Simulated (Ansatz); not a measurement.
# SiO2: properties at the relaxed cell

One table from this session's results is given with a row withheld; the runs are named, their logs left out.

Program: Ansatz 0.2.0. Level of theory: DFT r2SCAN, scalar-relativistic, plane waves, PAW. These are calculated values, not measurements.

## Starting point

It takes space group P4_32_12 (No. 96, tetragonal). The conventional cell has a = 4.983 Å, b = 4.983 Å, c = 6.920 Å, α = 90.00°, β = 90.00°, γ = 90.00°. Around Si (site symmetry 2) lie 4 O at 1.61 Å. O (site symmetry 1) is surrounded by 2 Si at 1.61 Å.

Structure file:

```
CELL_PARAMETERS angstrom
4.98338 0.00000 0.00000
0.00000 4.98338 0.00000
0.00000 0.00000 6.91954
ATOMIC_POSITIONS crystal
Si 0.80206 0.80206 0.50000
Si 0.69794 0.30206 0.25000
Si 0.19794 0.19794 0.00000
Si 0.30206 0.69794 0.75000
O 0.26169 0.39152 0.81891
O 0.10848 0.76169 0.56891
O 0.73831 0.60848 0.31891
O 0.89152 0.23831 0.06891
O 0.76169 0.10848 0.43109
O 0.60848 0.73831 0.68109
O 0.23831 0.89152 0.93109
O 0.39152 0.26169 0.18109
```

It is the result of an earlier relaxation at this level (volume 14.32 Å³/atom; gap on the mesh: 6.34 eV).

Set-up of the first run:

Input file input.yaml:

```yaml
crystal:
  lattice:
    - [4.9330387123, 0.0, 0.0]
    - [0.0, 4.9330387123, 0.0]
    - [0.0, 0.0, 6.8496441427]
  atoms:
    - { symbol: Si, position: [0.8020608478, 0.8020608478, 0.5] }
    - { symbol: Si, position: [0.6979391522, 0.3020608478, 0.25] }
    - { symbol: Si, position: [0.1979391522, 0.1979391522, 0.0] }
    - { symbol: Si, position: [0.3020608478, 0.6979391522, 0.75] }
    - { symbol: O, position: [0.2616872086, 0.3915242426, 0.8189054952] }
    - { symbol: O, position: [0.1084757574, 0.7616872086, 0.5689054952] }
    - { symbol: O, position: [0.7383127914, 0.6084757574, 0.3189054952] }
    - { symbol: O, position: [0.8915242426, 0.2383127914, 0.0689054952] }
    - { symbol: O, position: [0.7616872086, 0.1084757574, 0.4310945048] }
    - { symbol: O, position: [0.6084757574, 0.7383127914, 0.6810945048] }
    - { symbol: O, position: [0.2383127914, 0.8915242426, 0.9310945048] }
    - { symbol: O, position: [0.3915242426, 0.2616872086, 0.1810945048] }
basis:
  ecutwfc: 500
kpoints:
  mp_grid: { grid: [6, 6, 4] }
hamiltonian:
  xc: r2scan
scf:
  occupations: { method: gaussian, width: 0.02 }
output:
  forces: true
  stress: true
  eigenvalues: true
relax:
  adjacent_minimum: "off"
  f_tol: 0.01
  max_steps: 30
  cell: { stress_tol: 0.1, fix: [volume] }
```

Run with:

```bash
ansatz run input.yaml --threads 8 --pin off --max-ram 22528MiB --backend cpu --events-out ev --progress --plain --runs-dir out
```

Steps of the session up to this table: The cell scaled to 0.97 of its volume; The cell scaled to 1.03 of its volume; Volume × 0.94; Volume × 1.06.

One table of the session follows, with a row left open; its other results are not shown here.

It belongs to the step «Fit of the equation of state». 

| volume (Å³/atom) | energy above the lowest point (meV/atom) | pressure (GPa) | gap on the mesh (eV) |
| --- | --- | --- | --- |
| 13.461 | 2.6 | 1.01 | 6.47 |
| 13.890 | 0.6 | 0.48 | 6.41 |
| 14.320 | 0.0 | 0.00 | 6.34 |
| 14.750 | ? | ? | ? |
| 15.179 | 2.1 | -0.78 | 6.23 |

Estimate the missing values for volume (Å³/atom) = 14.750.

Worked estimate for «energy above the lowest point (meV/atom)». A straight line through the neighbours (14.320, 0.0) and (15.179, 2.1) gives 0.0 + (2.1 − 0.0) × (14.750 − 14.320) / (15.179 − 14.320) = 1.1; a parabola fitted to 3 rows on both sides gives 0.5.

**Answer.** energy above the lowest point (meV/atom): 0.6; pressure (GPa): -0.42; gap on the mesh (eV): 6.28. In «energy above the lowest point (meV/atom)» the line misses by +0.5 and the parabola by -0.1.
